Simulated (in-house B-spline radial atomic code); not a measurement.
# Re⁴⁺: excited configurations

Aim: the energies of several excited configurations of Re⁴⁺ above a reference configuration, each from its own self-consistent run.

Program: in-house B-spline radial atomic code version 1. Level of theory: scalar-relativistic (spin-free one-electron X2C) LDA (Slater, VWN5), spin-polarised, spherical fractional occupations, Fermi nucleus, basis-set limit. These are calculated values, not measurements, unless marked.

## 1. Starting point

```
element       : rhenium (Z = 75)
charge        : +4
electrons     : 71
configuration : [Xe] 4f14 5d3
Hamiltonian   : scalar-relativistic (X2C)
nucleus       : Fermi, rms radius 5.370 fm
```

Outer shells as boxes (Hund's rule):

[Xe] 4f14 5d3
```
[Xe] core
4f [↑↓][↑↓][↑↓][↑↓][↑↓][↑↓][↑↓]
5d [↑ ][↑ ][↑ ][  ][  ]
```

Where spins are not typed, each open shell is filled with up spins first.

The run's settings:

```ini
Z = 75
electrons = 71.0
configuration = [Xe] 4f14 5d3
hamiltonian = x2c
method = lda,vwn
spin_polarised = True
nucleus = fermi
rms_radius = 5.3698
mass_number = 187
atomic_mass = 186.955752217
speed_of_light = 137.035999084
```

This reference run was done before. Its total energy is -16679.686232 hartree, and its levels are (the highest eight at most):

```csv
orbital,occupation,energy (eV),<r> (bohr)
4d down,5,-299.24,0.5003
5s up,1,-130.15,1.031
5s down,1,-128.60,1.026
5p up,3,-91.909,1.185
5p down,3,-89.987,1.179
4f up,7,-87.540,0.5799
4f down,7,-87.137,0.5770
5d up,3,-47.095,1.595
```

## 2. 1s2 2s2 2p6 3s2 3p6 3d10 4s2 4p6 4d5,4 4f14 5s2 5p6 5d1,2 6d0,1

In configurations, two counts after a shell (as in p1,2) give the electrons with spin up and with spin down.

The run's settings:

```ini
Z = 75
electrons = 71.0
configuration = 1s2 2s2 2p6 3s2 3p6 3d10 4s2 4p6 4d5,4 4f14 5s2 5p6 5d1,2 6d0,1
hamiltonian = x2c
method = lda,vwn
spin_polarised = True
nucleus = fermi
rms_radius = 5.3698
mass_number = 187
atomic_mass = 186.955752217
speed_of_light = 137.035999084
```

## 3. 1s2 2s2 2p6 3s2 3p6 3d10 4s2 4p6 4d4,5 4f14 5s2 5p6 5d0,3 6f1,0

Settings: those of step 2 with these lines changed.

```diff
@@ -2,3 +2,3 @@
 electrons = 71.0
-configuration = 1s2 2s2 2p6 3s2 3p6 3d10 4s2 4p6 4d5,4 4f14 5s2 5p6 5d1,2 6d0,1
+configuration = 1s2 2s2 2p6 3s2 3p6 3d10 4s2 4p6 4d4,5 4f14 5s2 5p6 5d0,3 6f1,0
 hamiltonian = x2c
```

## 4. Configuration 1s2 2s2 2p6 3s2 3p6 3d10 4s2 4p6 4d10 4f14 5s2 5p6 5d0,2 6f0,1

Settings: those of step 3 with these lines changed.

```diff
@@ -2,3 +2,3 @@
 electrons = 71.0
-configuration = 1s2 2s2 2p6 3s2 3p6 3d10 4s2 4p6 4d4,5 4f14 5s2 5p6 5d0,3 6f1,0
+configuration = 1s2 2s2 2p6 3s2 3p6 3d10 4s2 4p6 4d10 4f14 5s2 5p6 5d0,2 6f0,1
 hamiltonian = x2c
```

## 5. 1s2 2s2 2p6 3s2 3p6 3d10 4s2 4p6 4d10 4f6,7 5s2 5p6 5d0,3 6d0,1

Settings: those of step 4 with these lines changed.

```diff
@@ -2,3 +2,3 @@
 electrons = 71.0
-configuration = 1s2 2s2 2p6 3s2 3p6 3d10 4s2 4p6 4d10 4f14 5s2 5p6 5d0,2 6f0,1
+configuration = 1s2 2s2 2p6 3s2 3p6 3d10 4s2 4p6 4d10 4f6,7 5s2 5p6 5d0,3 6d0,1
 hamiltonian = x2c
```

**Question.** How far above the reference does each configuration lie (order and size, in eV)?

As calculated:

| net move | configuration | 2|M_S|+1 | energy above the reference (eV) | largest <r> (bohr) |
| --- | --- | --- | --- | --- |
| 5d → 6f, spins typed | 1s2 2s2 2p6 3s2 3p6 3d10 4s2 4p6 4d10 4f14 5s2 5p6 5d0,2 6f0,1 | 4 | 38.486 | 5.59 |
| 4f → 6d, spins typed | 1s2 2s2 2p6 3s2 3p6 3d10 4s2 4p6 4d10 4f6,7 5s2 5p6 5d0,3 6d0,1 | 6 | 74.232 | 3.53 |
| 4d → 6d, spins typed | 1s2 2s2 2p6 3s2 3p6 3d10 4s2 4p6 4d5,4 4f14 5s2 5p6 5d1,2 6d0,1 | 2 | 289.26 | 3.55 |
| 4d → 6f, spins typed | 1s2 2s2 2p6 3s2 3p6 3d10 4s2 4p6 4d4,5 4f14 5s2 5p6 5d0,3 6f1,0 | 4 | 297.99 | 5.60 |

**Reading.** At the bottom stands 5d → 6f, spins typed (38.486 eV), at the top 4d → 6f, spins typed (297.99 eV). 2 of them lie more than 60 % above minus the reference's highest level (47.095 eV), in the range where a state can decay by emitting an electron. The reference has 2|M_S|+1 = 4; 2 of the configurations differ from it in spin. These are spherical averages at the typed spins, not spectroscopic levels.
